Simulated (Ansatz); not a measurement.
**Tl: the crystal squeezed far**

The task here is to estimate one member of a computed series from the others.

Computed with Ansatz 0.2.0 (DFT PBEsol, with the methods named in each step, unless a step's input says otherwise).

### Starting point

Symmetry: P6_3/mmc, No. 194, hexagonal system. The conventional cell has a = 3.442 Å, b = 3.442 Å, c = 5.575 Å, α = 90.00°, β = 90.00°, γ = 120.00°. Tl (site symmetry -6m2) has 12 Tl at 3.42 to 3.44 Å in its first shell of neighbours.

As a file:

```
Tl
1.0
     3.44154    0.00000    0.00000
    -1.72077    2.98046    0.00000
     0.00000    0.00000    5.57530
Tl
2
Direct
  0.33333 0.66667 0.25000
  0.66667 0.33333 0.75000
```

Whether this phase is the stable one at these pressures isn't tested.

Atoms are numbered in the order of the input: Tl1, Tl2.

The first run:

Contents of input.yaml:

```yaml
crystal:
  lattice:
    - [3.4415421065, 0.0, 0.0]
    - [-1.7207710533, 2.9804628924, 0.0]
    - [0.0, 0.0, 5.5752982126]
  atoms:
    - { symbol: Tl, position: [0.3333333333, 0.6666666667, 0.25] }
    - { symbol: Tl, position: [0.6666666667, 0.3333333333, 0.75] }
kpoints:
  mp_grid: { grid: [14, 14, 8] }
scf:
  occupations: { method: fermi_dirac, width: 0.08 }
hamiltonian:
  xc: pbesol
  pseudopotentials: { kind: paw }
output:
  forces: true
  stress: true
  write_density: true
  write_potential: true
  elf: true
  volumetric_format: npy
relax:
  f_tol: 0.005
  max_steps: 40
  cell: {}
```

The run is started by

```console
$ ansatz run input.yaml --threads 1 --pin off --max-ram 2048MiB --backend cpu --events-out ev --progress --plain --runs-dir out
```

Among the steps run: Cell relaxed at zero pressure, PAW; Volume scaled by 1, PAW; Shape and atoms relaxed at 0.92 of the volume, PAW; Volume scaled by 0.92, PAW; Shape and atoms relaxed at 0.84 of the volume, PAW; Volume scaled by 0.84, PAW; Shape and atoms relaxed at 0.76 of the volume, PAW; Volume scaled by 0.76, PAW; Shape and atoms relaxed at 0.68 of the volume, PAW; Volume scaled by 0.68, PAW; Shape and atoms relaxed at 0.6 of the volume, PAW; Volume scaled by 0.6, PAW; Shape and atoms relaxed at 0.52 of the volume, PAW; Volume scaled by 0.52, PAW; Shape and atoms relaxed at 0.45 of the volume, PAW; Volume scaled by 0.45, PAW; Volume scaled by 0.45, PAW (level accurate).

One table of the session follows, with a row left open; its other results are not shown here.

| method | volume over the first | volume (Å³/atom) | pressure (GPa) |
| --- | --- | --- | --- |
| PAW | 1 | 28.587 | 0.02 |
| PAW | 0.92 | 26.300 | 3.76 |
| PAW | 0.84 | 24.013 | 10.13 |
| PAW | 0.76 | 21.726 | 21.05 |
| PAW | 0.68 | ? | ? |
| PAW | 0.6 | 17.152 | 75.09 |
| PAW | 0.52 | 14.865 | 142.25 |
| PAW | 0.45 | 12.864 | 256.94 |
| PAW (level accurate) | 0.45 | 12.864 | 256.88 |

**Question.** Estimate the row for PAW, 0.68.

**Answer.** volume (Å³/atom): 19.439; pressure (GPa): 40.19. In the column «volume (Å³/atom)» it lies between PAW, 0.6 (17.152) and PAW, 0.76 (21.726).
